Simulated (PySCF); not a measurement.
# C6H5BrS (2-bromobenzenethiol): the cost of one run

Programs: PySCF 2.14.0, with routines of our own; each step states its level. All values are computed. Atoms count from 0.

## (1) The starting structure

13 atoms, charge 0, multiplicity 1; geometry from: GFN2-xTB.

## (2) Optimising the geometry at PBE0-D3(BJ)/def2-SVP

What the job is given:

```
{"job": {"xc": "PBE0", "basis": "def2-SVP", "d3": "d3bj", "grid": 2, "kind": "geom"}, "charge": 0, "multiplicity": 1}
S      2.739638    -0.265933    -0.659604
C      1.027983    -0.129215    -0.268889
C      0.189775    -1.118753    -0.782505
C     -1.167128    -1.104782    -0.535104
C     -1.721095    -0.095366     0.236499
C     -0.905985     0.893428     0.754369
C      0.456325     0.879047     0.504020
Br     1.499518     2.294288     1.265461
H      3.139975     0.820633    -0.000511
H      0.632147    -1.900841    -1.380782
H     -1.792386    -1.882392    -0.945381
H     -2.780767    -0.075173     0.437070
H     -1.322386     1.685544     1.357628
```

The run is started by

```sh
> OMP_NUM_THREADS=1 python excited_run.py task.json out
```

One launch serves the whole session: the jobs run in the order shown.

**Question.** How long does this first job take on 1 thread of Intel Xeon Platinum 8488C, shared host, and how much memory does it need?

About 1.7 min, with a peak of 0.78 GiB.
